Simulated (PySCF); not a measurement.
# C₈H₁₁B: geometry, NMR shifts and electronic excitations

Aim: predict the NMR shifts and electronic excitations of C₈H₁₁B (`CB(C)c1ccccc1`).

Programs: PySCF 2.14.0, with density-fitted response routines of our own. Each step states its level of theory. These are calculated values for one molecule in the gas phase, unless marked as measured. Atoms count from 0, in the outputs and in this text.

### 1 Starting geometry

20 atoms, charge 0, multiplicity 1; geometry from: GFN2-xTB.

Bonds of the start (Å): C0–B1 1.58, B1–C2 1.58, B1–C3 1.56, C3–C4 1.40, C4–C5 1.38, C5–C6 1.38, C6–C7 1.38, C7–C8 1.38, C8–C3 1.40, C0–H9 1.09, C0–H10 1.09, C0–H11 1.09, C2–H12 1.09, C2–H13 1.09, C2–H14 1.09, C4–H15 1.08, C5–H16 1.08, C6–H17 1.08, C7–H18 1.08, C8–H19 1.08.

### 2 Relaxing the molecule at PBE0-D3(BJ)/def2-SVP

Job settings and geometry (Å):

```
{"job": {"xc": "PBE0", "basis": "def2-SVP", "d3": "d3bj", "grid": 1, "kind": "geom"}, "charge": 0, "multiplicity": 1}
C     -2.097394     0.645193    -1.349453
B     -1.379736     0.103973    -0.053193
C     -2.249400    -0.315059     1.194032
C      0.178416    -0.014414     0.001145
C      0.809550    -1.139700     0.539931
C      2.186742    -1.252032     0.580065
C      2.980808    -0.221508     0.105671
C      2.383437     0.912165    -0.419119
C      1.005457     1.004097    -0.482375
H     -2.411163    -0.211129    -1.948856
H     -1.463098     1.252332    -1.990968
H     -3.003225     1.207451    -1.130022
H     -2.375144     0.561523     1.831654
H     -1.787978    -1.077547     1.816879
H     -3.250875    -0.647305     0.929090
H      0.205107    -1.954031     0.913811
H      2.644118    -2.141409     0.990467
H      4.057893    -0.300052     0.144791
H      2.995838     1.723647    -0.786850
H      0.555208     1.895842    -0.895796
```

Standard output:

```text
step   0  E = -335.70322883  max force = 0.010087
step   1  E = -335.70633632  max force = 0.001483
step   2  E = -335.70653090  max force = 0.000830
step   3  E = -335.70678862  max force = 0.002028
step   4  E = -335.70683338  max force = 0.002952
step   5  E = -335.70691590  max force = 0.001064
step   6  E = -335.70698693  max force = 0.000755
step   7  E = -335.70705468  max force = 0.000935
step   8  E = -335.70669049  max force = 0.002127
step   9  E = -335.70709678  max force = 0.001007
step  10  E = -335.70712337  max force = 0.000700
step  11  E = -335.70714161  max force = 0.000499
step  12  E = -335.70715292  max force = 0.000601
step  13  E = -335.70715175  max force = 0.000606
step  14  E = -335.70715368  max force = 0.000039
optimisation converged
```

Wall time 3.3 min (1 thread, shared host).

Along the way: (the energy doesn't fall at every step)

| step | energy from step 0 (eV) | largest force component (eV/Å) |
| --- | --- | --- |
| 0 | 0.0000 | 0.5187 |
| 1 | -0.0846 | 0.0763 |
| 2 | -0.0899 | 0.0427 |
| 3 | -0.0969 | 0.1043 |
| 4 | -0.0981 | 0.1518 |
| 5 | -0.1003 | 0.0547 |
| 6 | -0.1023 | 0.0388 |
| 7 | -0.1041 | 0.0481 |
| 8 | -0.0942 | 0.1094 |
| 9 | -0.1053 | 0.0518 |
| 10 | -0.1060 | 0.0360 |
| 11 | -0.1065 | 0.0257 |
| 12 | -0.1068 | 0.0309 |
| 13 | -0.1067 | 0.0312 |
| 14 | -0.1068 | 0.0020 |

Close pairs (by a distance rule), those that changed most:

| bond | before (Å) | after (Å) | change (Å) |
| --- | --- | --- | --- |
| C2–H12 | 1.091 | 1.108 | +0.017 |
| C0–H9 | 1.091 | 1.108 | +0.016 |
| C2–H14 | 1.088 | 1.101 | +0.013 |
| C0–H11 | 1.088 | 1.102 | +0.013 |
| C6–H17 | 1.081 | 1.093 | +0.012 |
| C2–H13 | 1.087 | 1.100 | +0.012 |
| C4–H15 | 1.081 | 1.093 | +0.012 |
| C0–H10 | 1.087 | 1.099 | +0.012 |

The end geometry stands in the next job.

| at the end point | value |
| --- | --- |
| point group (found at 0.08 Å tolerance) | C2 |
| rotational constants (GHz, main isotopes) | 3.302, 1.112, 0.841 |
| dipole moment (D) | 0.38 |

### 3 NMR shieldings: PBE0/pcSseg-1

Job settings and geometry (Å):

```
{"job": {"kind": "nmr", "xc": "PBE0", "basis": "pcSseg-1"}, "charge": 0, "multiplicity": 1}
C     -2.081696     1.143213    -1.001555
B     -1.374839     0.108186    -0.046792
C     -2.295347    -0.797796     0.855503
C      0.190346    -0.014779     0.005932
C      0.831075    -0.887244     0.906590
C      2.217945    -0.994489     0.961969
C      3.007581    -0.233022     0.100353
C      2.403736     0.636131    -0.808316
C      1.016223     0.743660    -0.845546
H     -2.352823     0.587730    -1.920851
H     -1.475579     2.004587    -1.316606
H     -3.034441     1.509472    -0.587486
H     -2.508117    -0.212870     1.771997
H     -1.860713    -1.753045     1.183499
H     -3.276359    -0.991575     0.393954
H      0.227576    -1.495750     1.584749
H      2.687841    -1.675736     1.675739
H      4.096854    -0.317378     0.136965
H      3.018972     1.233292    -1.485972
H      0.559725     1.434084    -1.559129
```

Method: GIAO PBE0/pcSseg-1 NMR shielding, non-relativistic, gas phase.

Standard output:

```text
coarse grid: 16600 points
cycle   1  E = -335.7632509578  dE =  1.106e+00  |g| = 4.977e-01  |ddm| = 4.118e+00
cycle   2  E = -335.7563097725  dE =  6.941e-03  |g| = 5.314e-01  |ddm| = 1.122e+00
cycle   3  E = -335.8326305832  dE = -7.632e-02  |g| = 6.402e-02  |ddm| = 5.794e-01
cycle   4  E = -335.8332564642  dE = -6.259e-04  |g| = 4.475e-02  |ddm| = 1.060e-01
cycle   5  E = -335.8338218436  dE = -5.654e-04  |g| = 5.064e-03  |ddm| = 4.627e-02
cycle   6  E = -335.8338272147  dE = -5.371e-06  |g| = 2.196e-03  |ddm| = 6.236e-03
final grid: 159968 points
cycle   7  E = -335.8834432331  dE = -4.064e-05  |g| = 8.832e-03  |ddm| = 5.054e-02
cycle   8  E = -335.8834393142  dE =  3.919e-06  |g| = 9.782e-03  |ddm| = 1.732e-02
cycle   9  E = -335.8834639053  dE = -2.459e-05  |g| = 8.561e-04  |ddm| = 8.844e-03
cycle  10  E = -335.8834640723  dE = -1.670e-07  |g| = 3.141e-04  |ddm| = 1.028e-03
cycle  11  E = -335.8834640979  dE = -2.559e-08  |g| = 9.603e-05  |ddm| = 3.892e-04
cycle  12  E = -335.8834641002  dE = -2.324e-09  |g| = 3.015e-05  |ddm| = 1.116e-04
cycle  13  E = -335.8834641004  dE = -2.245e-10  |g| = 2.566e-06  |ddm| = 2.966e-05
converged SCF energy = -335.8834641004

GIAO shielding tensors (ppm)
atom      isotropic    diamagn.    paramagn.     s11        s22        s33       span
  0 C      172.935     254.077     -81.142    154.141    179.094    185.569     31.428
  1 B       24.660     188.300    -163.640    -37.425     -3.074    114.480    151.905
  2 C      172.980     254.085     -81.106    154.471    178.920    185.548     31.077
  3 C       40.818     255.786    -214.968    -48.577    -25.194    196.225    244.802
  4 C       42.350     254.463    -212.114    -70.300     23.994    173.356    243.656
  5 C       51.306     253.809    -202.503    -61.096     41.258    173.757    234.853
  6 C       45.011     255.113    -210.102    -68.130     28.553    174.610    242.740
  7 C       51.297     253.802    -202.505    -61.117     41.254    173.754    234.871
  8 C       42.286     254.479    -212.193    -70.432     23.935    173.354    243.786
  9 H       30.500      29.970       0.530     26.436     29.130     35.935      9.499
 10 H       29.635      32.376      -2.741     24.146     29.701     35.058     10.911
 11 H       30.105      29.647       0.458     25.729     29.780     34.806      9.078
 12 H       30.502      30.016       0.485     26.438     29.144     35.923      9.485
 13 H       29.640      32.328      -2.688     24.180     29.712     35.028     10.849
 14 H       30.102      29.647       0.455     25.722     29.796     34.789      9.067
 15 H       23.029      34.086     -11.057     18.427     21.712     28.948     10.521
 16 H       23.685      30.046      -6.360     20.166     23.993     26.897      6.730
 17 H       23.619      28.725      -5.106     20.416     23.879     26.563      6.147
 18 H       23.683      30.047      -6.364     20.165     23.988     26.895      6.730
 19 H       23.016      34.091     -11.076     18.404     21.705     28.939     10.536
```

It took 32 s on 1 thread, shared host.

The references, computed at this level on geometries of the same kind, shield at (ppm): 1H TMS 31.27, 13C TMS 184.4, 11B BF3·OEt2 100.7. Their shielding less the atom's gives the shift. The references are single molecules in the gas phase. Atoms listed in one row are averaged.

| atoms | environment | σ (ppm) | δ (ppm) | δ scaled to CDCl3 |
| --- | --- | --- | --- | --- |
| C3 | substituted aromatic carbon | 40.8 | 143.6 | 138.9 |
| C4, C8 | aromatic CH | 42.3 | 142.1 | 137.5 |
| C6 | aromatic CH | 45.0 | 139.4 | 134.9 |
| C5, C7 | aromatic CH | 51.3 | 133.1 | 128.7 |
| C0, C2 | methyl carbon bonded to B | 173.0 | 11.5 | 10.6 |
| H15, H19 | hydrogen on an aromatic CH | 23.02 | 8.24 | 8.03 |
| H17 | hydrogen on an aromatic CH | 23.62 | 7.65 | 7.46 |
| H16, H18 | hydrogen on an aromatic CH | 23.68 | 7.58 | 7.40 |
| H9, H10, H11, H12, H13, H14 | hydrogen on a methyl carbon bonded to B | 30.08 | 1.19 | 1.34 |
| B1 | boron bonded to 3 C | 24.7 | 76.1 | – |

The scaled column applies a straight-line fit of computed shieldings to shifts measured in CDCl3 (root-mean-square error 0.21 ppm for H, 2.0 ppm for C).

The run also stored atomic charges by several schemes (e):

| atoms | Mulliken | IAO | Hirshfeld | ESP fit |
| --- | --- | --- | --- | --- |
| C0, C2 | -0.55 | -0.56 | -0.19 | -0.78 |
| B1 | 0.57 | 0.30 | 0.19 | 0.77 |
| C3 | -0.30 | -0.13 | -0.08 | -0.28 |
| C4, C8 | -0.11 | -0.11 | -0.04 | -0.09 |
| C5, C7 | -0.07 | -0.16 | -0.05 | -0.16 |
| C6 | -0.09 | -0.13 | -0.04 | -0.08 |

Mayer bond orders: C0–B1 1.04, B1–C2 1.04, B1–C3 0.92, C3–C4 1.41, C4–C5 1.46, C5–C6 1.42, C6–C7 1.42, C7–C8 1.46, C8–C3 1.41.

### 4 Ultraviolet spectrum: wB97X-D/def2-SVPD

Settings changed since step 3:

```diff
@@ -1,2 +1,2 @@
-{"job": {"kind": "nmr", "xc": "PBE0", "basis": "pcSseg-1"}, "charge": 0, "multiplicity": 1}
+{"job": {"kind": "uv", "xc": "wB97X-D", "basis": "def2-SVPD", "ip": true}, "charge": 0, "multiplicity": 1}
 C     -2.081696     1.143213    -1.001555
```

Level: TDDFT wB97X-D/def2-SVPD, vertical, gas phase, core orbitals frozen in the response.

Standard output:

```text
coarse grid: 16600 points
cycle   1  E = -335.9016616073  dE =  1.420e+00  |g| = 3.545e-01  |ddm| = 1.544e+01
cycle   2  E = -335.9282886648  dE = -2.663e-02  |g| = 2.299e-01  |ddm| = 2.705e+00
cycle   3  E = -335.9419716621  dE = -1.368e-02  |g| = 3.974e-02  |ddm| = 9.774e-01
cycle   4  E = -335.9423293513  dE = -3.577e-04  |g| = 2.651e-02  |ddm| = 2.803e-01
cycle   5  E = -335.9425210226  dE = -1.917e-04  |g| = 1.790e-03  |ddm| = 8.522e-02
cycle   6  E = -335.9425227097  dE = -1.687e-06  |g| = 7.996e-04  |ddm| = 1.874e-02
final grid: 159968 points
cycle   7  E = -335.9987908758  dE = -1.775e-04  |g| = 5.356e-03  |ddm| = 3.557e-01
cycle   8  E = -335.9987967598  dE = -5.884e-06  |g| = 3.634e-03  |ddm| = 5.533e-02
cycle   9  E = -335.9987999585  dE = -3.199e-06  |g| = 5.033e-04  |ddm| = 1.684e-02
cycle  10  E = -335.9988000612  dE = -1.027e-07  |g| = 3.561e-04  |ddm| = 5.665e-03
cycle  11  E = -335.9988000992  dE = -3.800e-08  |g| = 6.496e-05  |ddm| = 1.293e-03
cycle  12  E = -335.9988001027  dE = -3.452e-09  |g| = 2.780e-05  |ddm| = 4.456e-04
cycle  13  E = -335.9988001032  dE = -4.868e-10  |g| = 9.220e-06  |ddm| = 1.634e-04
converged SCF energy = -335.9988001032

Static polarisability (au): isotropic 108.101, principal 69.766 113.412 141.127

Singlet excitations
state   eV       nm        f      main configurations
  1   5.0406    246.0   0.01583   H->L 0.77, H-1->L+1 0.21
  2   5.5279    224.3   0.24511   H-1->L 0.89, H->L+1 0.09
  3   5.8577    211.7   0.00046   H-2->L 0.96
  4   6.0008    206.6   0.00012   H-3->L 0.91
  5   6.6563    186.3   0.25735   H-1->L+1 0.72, H->L 0.22
  6   6.7439    183.8   0.60000   H->L+1 0.85
  7   7.1187    174.2   0.00045   H-4->L 0.88
  8   7.2649    170.7   0.00024   H-2->L+1 0.86
  9   7.3390    168.9   0.00000   H->L+2 0.73, H->L+3 0.20
 10   7.4102    167.3   0.00002   H-1->L+2 0.81, H-1->L+3 0.12

Triplet excitations (Tamm-Dancoff, eV): 3.8812 4.3126 4.7052 5.2748
Vertical ionisation energy (delta-SCF) = 9.1743 eV
```

Run time: 3.6 min. Hardware: 1 thread, shared host.

Frontier orbitals and where they lie:

| orbital | eV | atoms |
| --- | --- | --- |
| HOMO−3 | -10.53 | C2 23 %, B1 22 %, C0 22 % |
| HOMO−2 | -10.50 | C3 23 %, B1 22 %, C0 10 % |
| HOMO−1 | -9.17 | C3 25 %, C6 23 %, C8 10 % |
| HOMO | -9.11 | C7 21 %, C5 20 %, C4 20 % |
| LUMO | 0.31 | B1 21 %, C3 15 %, C6 14 % |
| LUMO+1 | 1.46 | C8 18 %, C5 18 %, C4 18 % |
| LUMO+2 | 1.87 | B1 48 %, C2 5 %, C0 5 % |

With each of the 10 states as a Gaussian band of 0.4 eV half-width at 1/e, the curve within the window shown has maxima at 225 nm (ε 10,000), 185 nm (ε 34,000) L/(mol cm). Beyond the last state computed it falls off for lack of states. The curve at chosen wavelengths:

| nm | ε (L/mol/cm) |
| --- | --- |
| 161 | 86 |
| 166 | 1009 |
| 170 | 4276 |
| 175 | 14553 |
| 180 | 28351 |
| 185 | 34360 |
| 189 | 29895 |
| 194 | 18415 |
| 199 | 8764 |
| 203 | 4860 |
| 208 | 4097 |
| 213 | 5994 |
| 218 | 8499 |
| 222 | 9815 |
| 227 | 9910 |
| 232 | 8477 |
| 237 | 6328 |
| 241 | 4637 |
| 246 | 2938 |
| 251 | 1778 |
| 255 | 1171 |
| 260 | 688 |
| 265 | 401 |
| 270 | 229 |
| 274 | 143 |
| 279 | 78 |

Further results of this job:

| property | computed |
| --- | --- |
| dipole moment (D) | 0.41 |
| polarisability (Å³) | 16.02 |
| HOMO–LUMO gap (eV) | 9.42 |
| −ε(HOMO) (eV) | 9.11 |

### 5 Shielding tensors: PBE/pcSseg-1

Settings changed since step 4:

```diff
@@ -1,2 +1,2 @@
-{"job": {"kind": "uv", "xc": "wB97X-D", "basis": "def2-SVPD", "ip": true}, "charge": 0, "multiplicity": 1}
+{"job": {"kind": "nmr", "xc": "PBE", "basis": "pcSseg-1", "pop": false}, "charge": 0, "multiplicity": 1}
 C     -2.081696     1.143213    -1.001555
```

Method: GIAO PBE/pcSseg-1 NMR shielding, non-relativistic, gas phase.

Standard output:

```text
coarse grid: 16600 points
cycle   1  E = -335.6202553644  dE =  8.056e-01  |g| = 7.263e-01  |ddm| = 4.230e+00
cycle   2  E = -335.4480304513  dE =  1.722e-01  |g| = 1.059e+00  |ddm| = 1.923e+00
cycle   3  E = -335.7636993326  dE = -3.157e-01  |g| = 1.386e-01  |ddm| = 1.320e+00
cycle   4  E = -335.7679787488  dE = -4.279e-03  |g| = 7.625e-02  |ddm| = 2.195e-01
cycle   5  E = -335.7696527488  dE = -1.674e-03  |g| = 1.203e-02  |ddm| = 8.037e-02
cycle   6  E = -335.7696743097  dE = -2.156e-05  |g| = 8.074e-03  |ddm| = 1.731e-02
cycle   7  E = -335.7696911239  dE = -1.681e-05  |g| = 6.356e-04  |ddm| = 7.059e-03
cycle   8  E = -335.7696911684  dE = -4.455e-08  |g| = 4.983e-04  |ddm| = 1.105e-03
final grid: 159968 points
cycle   9  E = -335.8382268905  dE = -4.092e-05  |g| = 1.531e-02  |ddm| = 7.136e-02
cycle  10  E = -335.8381598434  dE =  6.705e-05  |g| = 2.208e-02  |ddm| = 3.814e-02
cycle  11  E = -335.8382897785  dE = -1.299e-04  |g| = 7.635e-04  |ddm| = 2.288e-02
cycle  12  E = -335.8382898543  dE = -7.582e-08  |g| = 4.868e-04  |ddm| = 1.120e-03
cycle  13  E = -335.8382899220  dE = -6.763e-08  |g| = 8.993e-05  |ddm| = 5.417e-04
cycle  14  E = -335.8382899242  dE = -2.221e-09  |g| = 3.600e-05  |ddm| = 1.453e-04
cycle  15  E = -335.8382899245  dE = -3.257e-10  |g| = 1.129e-05  |ddm| = 3.842e-05
converged SCF energy = -335.8382899245

GIAO shielding tensors (ppm)
atom      isotropic    diamagn.    paramagn.     s11        s22        s33       span
  0 C      168.318     253.121     -84.802    148.751    174.871    181.333     32.582
  1 B       18.853     189.425    -170.572    -45.166     -9.184    110.910    156.076
  2 C      168.366     253.129     -84.762    149.096    174.689    181.314     32.218
  3 C       37.943     254.876    -216.933    -48.360    -28.698    190.887    239.247
  4 C       40.990     253.955    -212.964    -67.012     22.756    167.226    234.238
  5 C       48.677     252.826    -204.149    -60.244     38.991    167.284    227.528
  6 C       43.198     253.971    -210.772    -65.984     27.279    168.300    234.283
  7 C       48.669     252.818    -204.149    -60.262     38.988    167.280    227.543
  8 C       40.928     253.971    -213.043    -67.146     22.698    167.231    234.376
  9 H       30.421      29.898       0.523     26.492     29.220     35.552      9.060
 10 H       29.533      32.272      -2.739     24.297     29.655     34.646     10.349
 11 H       30.039      29.577       0.462     25.936     29.843     34.339      8.404
 12 H       30.423      29.946       0.476     26.492     29.233     35.542      9.050
 13 H       29.537      32.222      -2.685     24.326     29.668     34.617     10.291
 14 H       30.039      29.581       0.458     25.935     29.861     34.320      8.384
 15 H       23.060      34.214     -11.154     18.685     21.589     28.905     10.219
 16 H       23.709      30.045      -6.336     20.436     23.758     26.934      6.499
 17 H       23.675      28.704      -5.029     20.694     23.709     26.624      5.930
 18 H       23.707      30.047      -6.340     20.435     23.753     26.933      6.499
 19 H       23.046      34.220     -11.174     18.662     21.582     28.894     10.232
```

It took 41 s on 1 thread, shared host.

In short: δ C3 142.1, C4 139.1, C6 136.8, C5 131.4, H15 8.14, H17 7.52 ppm (means over like atoms).

### 6 Run by run: NMR shifts

Shifts (ppm) of some atoms, chosen among heavy atoms and hydrogens apart, means over like atoms, with basis size and wall time:

| run | C3 | C4 | C6 | C5 | C0 | H15 | H17 | functions | time |
| --- | --- | --- | --- | --- | --- | --- | --- | --- | --- |
| PBE0/pcSseg-1 | 143.6 | 142.1 | 139.4 | 133.1 | 11.5 | 8.24 | 7.65 | 208 | 32 s |
| PBE/pcSseg-1 | 142.1 | 139.1 | 136.8 | 131.4 | 11.7 | 8.14 | 7.52 | 208 | 41 s |

### 7 What came out

```
                                                               quantity                                 value
                                                            point group                                    C2
                                   rotational constants (main isotopes)                  3.30, 1.11, 0.84 GHz
13C shifts against TMS (PBE0/pcSseg-1, means over atoms taken as alike)  143.6, 142.1, 139.4, 133.1, 11.5 ppm
 1H shifts against TMS (PBE0/pcSseg-1, means over atoms taken as alike)            8.24, 7.65, 7.58, 1.19 ppm
                            11B shifts against BF3·OEt2 (PBE0/pcSseg-1)                              76.1 ppm
                                     lowest singlet (wB97X-D/def2-SVPD)           5.04 eV (246 nm), f = 0.016
                               brightest single state of those computed           state 6, 6.74 eV, f = 0.600
                                                         lowest triplet                               3.88 eV
                                      vertical ionisation energy (ΔSCF)                               9.17 eV
                                               range of the shift of C4                    139.1 to 142.1 ppm
```

**Reading.** The optimisation took 14 steps and gained 0.107 eV; among the close pairs (by a distance rule), C2–H12 changed most, from 1.091 to 1.108 Å. The lowest singlet, at 5.04 eV, is HOMO→LUMO 0.77, HOMO−1→LUMO+1 0.21 and is weak; of the 10 states computed, the strongest absorption comes from state 6 at 6.74 eV. The lowest triplet lies 1.16 eV below the lowest singlet (triplets in Tamm-Dancoff, singlets in full TDDFT). The orbital energy would give 9.11 eV for ionisation, ΔSCF gives 9.17 eV. Across the 2 runs the shift of C4 (with its like atoms) moves most, between 139.1 (PBE/pcSseg-1) and 142.1 ppm (PBE0/pcSseg-1).
